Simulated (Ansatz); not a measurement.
# W: moving one atom along a line

This session takes W and sets out to measure how stiffly atom 1 (W) is held.

Method: DFT PBEsol, scalar-relativistic, plane waves, PAW, in Ansatz 0.2.0.

### Step 1. The structure to begin with

The structure is cubic, space group Fm-3m (No. 225). Conventional cell: a = 4.060 Å, b = 4.060 Å, c = 4.060 Å, α = 90.00°, β = 90.00°, γ = 90.00°. Around W (site symmetry m-3m) lie 12 W at 2.87 Å.

Structure file:

```xyz
8
Lattice="0.0000 4.0600 4.0600 4.0600 0.0000 4.0600 4.0600 4.0600 0.0000" Properties=species:S:1:pos:R:3 pbc="T T T"
W     0.0000    0.0000    0.0000
W     2.0300    2.0300    0.0000
W     2.0300    0.0000    2.0300
W     4.0600    2.0300    2.0300
W     0.0000    2.0300    2.0300
W     2.0300    4.0600    2.0300
W     2.0300    2.0300    4.0600
W     4.0600    4.0600    4.0600
```

The cell is taken as given, not relaxed at this level.

### Step 2. Zero of energy

The cell is repeated 8 times, 8 atoms in all. The reference gives a free energy of -82048.3592 eV, pressure -12.59 GPa, largest force 0.000 eV/Å and gap on the mesh none (metal). It was computed beforehand with the settings of the runs below.

### Step 3. Next: moving one atom along a line

Atom 1 (W) is moved by x along the Cartesian unit vector (0.577, 0.577, 0.577); the cell and all other atoms stay fixed. Forces below are components along that vector, summed over the moved atoms. In a periodic cell its images move with it.

### Step 4. x = -0.200 Å

File input.yaml:

```yaml
crystal:
  lattice:
    - [0.0, 4.06, 4.06]
    - [4.06, 0.0, 4.06]
    - [4.06, 4.06, 0.0]
  atoms:
    - { symbol: W, position: [-0.01422045, -0.01422045, -0.01422045] }
    - { symbol: W, position: [0.0, 0.0, 0.5] }
    - { symbol: W, position: [0.0, 0.5, 0.0] }
    - { symbol: W, position: [0.0, 0.5, 0.5] }
    - { symbol: W, position: [0.5, 0.0, 0.0] }
    - { symbol: W, position: [0.5, 0.0, 0.5] }
    - { symbol: W, position: [0.5, 0.5, 0.0] }
    - { symbol: W, position: [0.5, 0.5, 0.5] }
basis:
  ecutwfc: 420
kpoints:
  mp_grid: { grid: [10, 10, 10] }
hamiltonian:
  xc: pbesol
scf:
  occupations: { method: gaussian, width: 0.15 }
output:
  forces: true
  stress: true
  eigenvalues: true
```

On the command line:

```sh
$ ansatz run input.yaml --threads 2 --pin off --max-ram 5120MiB --backend cpu --events-out ev --progress --plain --runs-dir out
```

### Step 5. x = 0.160 Å

input.yaml: that of step 4 with these lines changed.

```diff
@@ -6,3 +6,3 @@
   atoms:
-    - { symbol: W, position: [-0.01422045, -0.01422045, -0.01422045] }
+    - { symbol: W, position: [0.01137636, 0.01137636, 0.01137636] }
     - { symbol: W, position: [0.0, 0.0, 0.5] }
```

### Step 6. At x = -0.120 Å

input.yaml: that of step 5 with these lines changed.

```diff
@@ -6,3 +6,3 @@
   atoms:
-    - { symbol: W, position: [0.01137636, 0.01137636, 0.01137636] }
+    - { symbol: W, position: [-0.00853227, -0.00853227, -0.00853227] }
     - { symbol: W, position: [0.0, 0.0, 0.5] }
```

### Step 7. Point x = 0.080 Å

input.yaml: that of step 6 with these lines changed.

```diff
@@ -6,3 +6,3 @@
   atoms:
-    - { symbol: W, position: [-0.00853227, -0.00853227, -0.00853227] }
+    - { symbol: W, position: [0.00568818, 0.00568818, 0.00568818] }
     - { symbol: W, position: [0.0, 0.0, 0.5] }
```

### Step 8. x = -0.040 Å

input.yaml: that of step 7 with these lines changed.

```diff
@@ -6,3 +6,3 @@
   atoms:
-    - { symbol: W, position: [0.00568818, 0.00568818, 0.00568818] }
+    - { symbol: W, position: [-0.00284409, -0.00284409, -0.00284409] }
     - { symbol: W, position: [0.0, 0.0, 0.5] }
```

### Step 9. Point x = 0.180 Å

input.yaml: that of step 8 with these lines changed.

```diff
@@ -6,3 +6,3 @@
   atoms:
-    - { symbol: W, position: [-0.00284409, -0.00284409, -0.00284409] }
+    - { symbol: W, position: [0.012798405, 0.012798405, 0.012798405] }
     - { symbol: W, position: [0.0, 0.0, 0.5] }
```

### Step 10. At x = 0.140 Å

input.yaml: that of step 9 with these lines changed.

```diff
@@ -6,3 +6,3 @@
   atoms:
-    - { symbol: W, position: [0.012798405, 0.012798405, 0.012798405] }
+    - { symbol: W, position: [0.009954315, 0.009954315, 0.009954315] }
     - { symbol: W, position: [0.0, 0.0, 0.5] }
```

### Step 11. x = 0.100 Å

input.yaml: that of step 10 with these lines changed.

```diff
@@ -6,3 +6,3 @@
   atoms:
-    - { symbol: W, position: [0.009954315, 0.009954315, 0.009954315] }
+    - { symbol: W, position: [0.007110225, 0.007110225, 0.007110225] }
     - { symbol: W, position: [0.0, 0.0, 0.5] }
```

### Step 12. Point x = 0.060 Å

input.yaml: that of step 11 with these lines changed.

```diff
@@ -6,3 +6,3 @@
   atoms:
-    - { symbol: W, position: [0.007110225, 0.007110225, 0.007110225] }
+    - { symbol: W, position: [0.004266135, 0.004266135, 0.004266135] }
     - { symbol: W, position: [0.0, 0.0, 0.5] }
```

(Steps that only read results are left out.)

Q: Predict the outcome of this session.

The runs gave:

```
                                                        quantity       value
force constant along x, from the points at -0.040, 0 and 0.060 Å  9.30 eV/Å²
```

What this shows: The restoring force grows by 9.30 eV/Å per Å near the site; for the mass of W against a rigid frame that is a vibration of about 117 cm⁻¹. No sampled point lies below the undisturbed cell. The runs treat W without spin-orbit coupling.
